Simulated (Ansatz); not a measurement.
Run this with the Ansatz DFT code, driven from Python and show what comes out.

`k3sr.py`:
```python
# -*- coding: utf-8 -*-
from collections import Counter
import warnings

import ansatz as az
import numpy as np

PHASES = {
    "K3Sr": (
        [(0.0, 5.16586, 5.16586), (5.16586, 0.0, 5.16586), (5.16586, 5.16586, 0.0)],
        [
            ("K", (0.25, 0.25, 0.25)),
            ("K", (0.75, 0.75, 0.75)),
            ("K", (0.5, 0.5, 0.5)),
            ("Sr", (0.0, 0.0, 0.0)),
        ],
    ),
    "K": (
        [(-2.6125, 2.6125, 2.6125), (2.6125, -2.6125, 2.6125), (2.6125, 2.6125, -2.6125)],
        [
            ("K", (0.0, 0.0, 0.0)),
        ],
    ),
    "Sr": (
        [(0.0, 3.04235, 3.04235), (3.04235, 0.0, 3.04235), (3.04235, 3.04235, 0.0)],
        [
            ("Sr", (0.0, 0.0, 0.0)),
        ],
    ),
}


def build(vectors, sites):
    crystal = az.Crystal(lattice=az.Lattice.of(vectors))
    for symbol, position in sites:
        crystal = crystal.atom(symbol, position)
    return crystal


def ground_state(name, crystal):
    calc = crystal.calculation()
    calc = calc.functional("r2SCAN")
    calc = calc.accuracy("medium")
    calc = calc.scf(max_iterations=60, extra_bands=12, lower_state_search="off")
    calc = calc.basis(620)
    calc = calc.kpoints(spacing=0.3)
    calc = calc.occupations("gaussian", width=0.1)
    calc = calc.stress()
    calc = calc.relax(force_tolerance=0.02, max_steps=40, fix_cell=["shape"])
    return calc.run()


def counts(outcome):
    return Counter(site.symbol for site in outcome.lattice.sites)

def formation_energy(outcome, mu):
    n = counts(outcome)
    return (outcome.report["energy_sigma0_ev"] - sum(k * mu[element] for element, k in n.items())) / sum(n.values())


def volume_per_atom(outcome):
    return abs(np.linalg.det(outcome.lattice.cell_ang)) / len(outcome.lattice.sites)

warnings.simplefilter("ignore", az.DeckWarning)

phases = {name: build(*cell) for name, cell in PHASES.items()}

done = {name: ground_state(name, crystal) for name, crystal in phases.items()}

references = {"K": "K", "Sr": "Sr"}
mu = {element: done[name].report["energy_sigma0_ev"] / len(done[name].lattice.sites) for element, name in references.items()}

target = done["K3Sr"]
heat = formation_energy(target, mu)
n = counts(target)
print("cell content:", dict(n), " volume", round(volume_per_atom(target), 3), "A^3/atom")
print("formation energy", round(heat, 4), "eV/atom,", round(heat * sum(n.values()), 4), "eV per cell")
print("bound against the elements" if heat < 0 else "unbound against the elements")
```

```console
$ python k3sr.py
cell content: {<Element.K: 'K'>: 3, <Element.SR: 'Sr'>: 1}  volume 70.799 A^3/atom
formation energy 0.0874 eV/atom, 0.3497 eV per cell
unbound against the elements
```

Notes:
- These settings explore the input space; cutoff and mesh may be short of convergence.
- Atoms and volume are relaxed with the cell's shape held, which in cells of lower than cubic symmetry can hide stresses and shift volumes.
- The cells come from databases of deposited and of computed structures, and not all need be stable phases.
- The compound is the structure given, not necessarily its lowest; energies are at zero temperature, with no correction for gases. A semilocal functional's error on such energies is often 0.05 to 0.1 eV an atom, and 0.1 to 0.3 eV against gases such as O2 or F2.
- Hardware and time: 79 s on 1 thread of Arm Neoverse V1, with other jobs on the host, peak memory 1.5 GiB.

(A comment or docstring line of the script was reworded after the run, the code is as it ran; lines on the test bed's own set-up are left out of the output.)
